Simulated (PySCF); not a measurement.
# YbS: bond curves at several levels of theory

One table from this session's results is given with a row withheld; the runs are named, their logs left out.

Program: PySCF 2.14.0. Level of theory: Yb x2c-SVPall, S x2c-SVPall, spin-free X2C with a Gaussian nucleus. These are calculated values, not measurements.

The first run:

Settings of the job:

- atoms: Yb, S
- charge: 0
- basis: Yb x2c-SVPall, S x2c-SVPall
- Hamiltonian: spin-free X2C with a Gaussian nucleus
- basis functions: 103
- electrons treated: 86
- masses in u: 173.9389, 31.9721
- levels: PBE0, PBE, r²SCAN, BP86, BLYP, ωB97X, HF, MP2, SCS-MP2, CCSD, CCSD(T)
- grid: 80 radial by 434 angular points
- occupations: held fixed by the projection of orbital angular momentum
- dissociation limit: Yb + S, each in its ground configuration
- starting distance in angstrom: 2.282
- values of 2S to try: 0, 2

Launch:

```console
> OMP_NUM_THREADS=2 python dia.py task.json out
```

Among the steps run: The job; PBE0 along the bond; Excited determinants; PBE (GGA); r²SCAN (meta-GGA); BP86; BLYP; ωB97X (range-separated hybrid); RHF (mean field); Adding correlation.

One of the session's tables, all rows but one given; the rest of the session is left out.

| level | Re (Å) | ωe (cm⁻¹) | De (eV) |
| --- | --- | --- | --- |
| RHF | 2.402 | 396 | 1.07 |
| RHF-MP2 | 2.331 | 393 | 2.68 |
| RHF-SCS-MP2 | 2.353 | 384 | 2.42 |
| PBE | 2.334 | 392 | 3.68 |
| BLYP | 2.356 | 379 | 3.32 |
| BP86 | ? | ? | ? |
| r²SCAN | 2.318 | 407 | 3.82 |
| PBE0 | 2.341 | 394 | 3.22 |
| ωB97X | 2.333 | 410 | 2.88 |

Estimate the missing values for BP86.

**Answer.** Re (Å): 2.336; ωe (cm⁻¹): 391; De (eV): 3.60. In the column «Re (Å)» it lies between PBE (2.334) and PBE0 (2.341).

De is counted to Yb + S in their ground configurations.
